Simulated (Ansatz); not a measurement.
# YTe: the cost of one run

Program: Ansatz 0.2.0. Level of theory: DFT PBEsol, scalar-relativistic, plane waves, PAW. These are calculated values, not measurements.

18 further runs of the same task are left out: 18 set aside as unsound or not needed.

## (1) The structure to begin with

It takes space group Fm-3m (No. 225, cubic). The conventional cell has a = 6.080 Å, b = 6.080 Å, c = 6.080 Å, α = 90.00°, β = 90.00°, γ = 90.00°. Y (site symmetry m-3m) is surrounded by 6 Te at 3.04 Å. Te (site symmetry m-3m) is surrounded by 6 Y at 3.04 Å.

Coordinates:

```
Y Te
1.0
     0.00000    3.03980    3.03980
     3.03980    0.00000    3.03980
     3.03980    3.03980    0.00000
Y Te
1 1
Direct
  0.00000 0.00000 0.00000
  0.50000 0.50000 0.50000
```

This cell was relaxed beforehand with the same method: volume 28.09 Å³/atom, gap on the mesh none (metal).

## (2) The scan

The energy is mapped over volume and the cell's shape.

The axes are (1) volume per atom: 7 values from 25.84 to 30.34 Å³; (2) c/a of the conventional cell: 7 values from 0.834 to 1.200.

Nothing else is relaxed (symmetry fixes all fractional coordinates). Energies count from the relaxed crystal. Points are written as (first, second).

## (3) Point (25.84 Å³, 1.062)

File input.yaml:

```yaml
crystal:
  lattice:
    - [0.0, 2.8973373242, 3.078420907]
    - [2.8973373242, 0.0, 3.078420907]
    - [2.8973373242, 2.8973373242, 0.0]
  atoms:
    - { symbol: "Y", position: [0.0, 0.0, 0.0] }
    - { symbol: Te, position: [0.5, 0.5, 0.5] }
basis:
  ecutwfc: 420
kpoints:
  mp_grid: { grid: [14, 14, 14] }
hamiltonian:
  xc: pbesol
scf:
  occupations: { method: gaussian, width: 0.15 }
output:
  forces: true
  stress: true
  eigenvalues: true
```

Started as:

```console
$ ansatz run input.yaml --threads 1 --pin off --max-ram 2048MiB --backend cpu --events-out ev --progress --plain --runs-dir out
```

**Question.** How long does this run take on 1 thread of AMD EPYC 9R45 (Zen 5), shared host, and how much memory does it need?

About 3.4 s, with a peak of 0.53 GiB.
